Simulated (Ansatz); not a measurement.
# CH5BN2: the cost of one run

All numbers are computed with Ansatz 0.2.0, driven from Python. Level of theory: PBE+D4/cc-pVTZ.

**1. The structure**

Bond lengths: N1–C2 1.263 Å, C2–B3 1.543 Å, B3–N4 1.510 Å, N1–H5 1.093 Å, C2–H6 1.090 Å, B3–H7 1.214 Å, N4–H8 1.078 Å, N4–H9 1.077 Å. Angles: N1–C2–B3 117.3°, N1–C2–H6 122.4°, B3–C2–H6 120.3°, C2–N1–H5 117.9°, C2–B3–N4 123.0°, C2–B3–H7 120.8°, N4–B3–H7 115.7°, B3–N4–H8 102.7°, B3–N4–H9 110.4°, H8–N4–H9 102.6°.

Input file ch5bn2.xyz:

```xyz
9

N     0.02140    1.24070   -1.54630
C    -0.27510    0.67380   -0.45780
B     0.51040   -0.60090   -0.08690
N     0.33560   -1.32250    1.22800
H    -0.55630    2.12150   -1.83710
H    -1.04310    1.06070    0.21140
H     1.41050   -1.00500   -0.79440
H    -0.70900   -1.58700    1.21710
H     0.39410   -0.62760    2.04890
```

**2. The code**

Contents of tae_ch5bn2.py:

```python
"""Energy to split CH5BN2 into its atoms."""

from collections import Counter

import ansatz as az


def total_energy(molecule, charge=0, unpaired=0):
    calc = molecule.calculation().basis(gaussian="cc-pVTZ").functional("PBE", dispersion="d4")
    if charge:
        calc = calc.charge(charge)
    if unpaired:
        calc = calc.spin("collinear", total=unpaired)
    report = calc.run().report
    if report["published_state_doubts"]:
        print("  doubts:", report["published_state_doubts"])
    return report["free_energy_ev"]

geometry = az.Crystal.molecule_from_extxyz("ch5bn2.xyz")

# Hund ground states
unpaired = {"N": 3, "C": 2, "B": 1, "H": 1}
counts = Counter(site.symbol for site in geometry.cartesian_sites)
atom_energy = {s: total_energy(az.Crystal.molecule().atom(s, (0, 0, 0)), 0, unpaired[s]) for s in counts}
whole = total_energy(geometry, 0, 0)
for s, e in atom_energy.items():
    print(f"{s:2s} x{counts[s]}  {e:14.5f} eV")
print(f"CH5BN2: {whole:.5f} eV")
split = sum(counts[s] * e for s, e in atom_energy.items()) - whole
print(f"atomisation energy (no zero-point term): {96.485332 * split:.1f} kJ/mol, {split / sum(counts.values()):.3f} eV an atom")
```

**3. The calls as engine input**

The engine receives this input (first run):

```yaml
crystal:
  periodic: [false, false, false]
  atoms:
    - { symbol: "N", position_ang: [0.0, 0.0, 0.0] }
basis:
  gaussian:
    orbitals: cc-pVTZ
hamiltonian:
  xc: pbe
  dispersion: d4
magnetization:
  spin_polarized: true
  initial_magnetization: 3.0
```

**4. The run**

On the command line:

```console
> python tae_ch5bn2.py
```

**Question.** How long does this script take on 1 thread of Arm Neoverse V1, shared host, and how much memory does it need?

About 4.8 s, with a peak of 0.25 GiB.
